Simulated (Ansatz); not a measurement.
## CH4SiTe2, SMILES C1[Te][SiH2][Te]1: a polarisability from point charges, step by step

Computed with Ansatz's Python interface.

The cells in order, each with its output:

In [1]:
```python
import ansatz as az
import numpy as np
```

In [2]:
```python
system = (
    az.Crystal.molecule()
    .atom("C", (-0.7097, 1.1728, -0.3542))
    .atom("Te", (0.7833, 1.0677, 1.1463))
    .atom("Si", (0.7279, -1.2575, 0.3538))
    .atom("Te", (-0.9365, -0.7326, -1.2582))
    .atom("H", (-0.4502, 1.9387, -1.1625))
    .atom("H", (-1.7106, 1.5591, 0.0995))
    .atom("H", (2.0473, -1.6351, -0.2856))
    .atom("H", (0.3406, -2.1701, 1.4052))
)

setup = (
    system.calculation()
    .basis(gaussian="def2-SVPD")
    .correlation("mp2")  # correlation on top of the mean field
    .forces()  # eV per angstrom
)
# charges +q and -q at -R and +R make a nearly even field 2 k q / R^2 at the centre
centre = np.mean([site.position_ang for site in system.cartesian_sites], axis=0)
field = 2 * 14.399645 * 2.0 / 40.0 ** 2
```

In [3]:
```python
def dipole(axis, sign):
    arm = 40.0 * np.eye(3)[axis]
    pair = [{"charge": sign * 2.0, "position_ang": (centre - arm).tolist()}, {"charge": -sign * 2.0, "position_ang": (centre + arm).tolist()}]
    deck = setup.input().set(az.key.basis.gaussian.point_charges, pair)
    return np.array(az.Session.from_dict(deck).plan().execute().report["charge_distribution"]["dipole_moment_e_ang"])
```

In [4]:
```python
print(f"field {field:.4f} V/A")
alpha = np.array([(dipole(axis, 1) - dipole(axis, -1)) / (2 * field) * 14.399645 for axis in range(3)])
print("polarisability tensor (A^3)")
print(np.array2string(alpha, precision=3, suppress_small=True))
print(f"mean {np.trace(alpha) / 3:.3f} A^3 = {np.trace(alpha) / 3 / 0.14818471:.2f} bohr^3")
```
```text
field 0.0360 V/A
polarisability tensor (A^3)
[[16.301  0.402  2.636]
 [ 0.401 17.888  1.876]
 [ 2.64   1.885 17.245]]
mean 17.145 A^3 = 115.70 bohr^3
```

The geometry is a force-field or estimated start, not a minimum of this method, and the basis set is short of its limit. The field of two point charges is only nearly even. def2 sets replace the cores of elements past krypton by effective core potentials. The whole script took 110 s on 1 thread of Arm Neoverse V2, on a shared host, peak memory 0.6 GiB.

(Lines on the test bed's own set-up are left out of the output.)
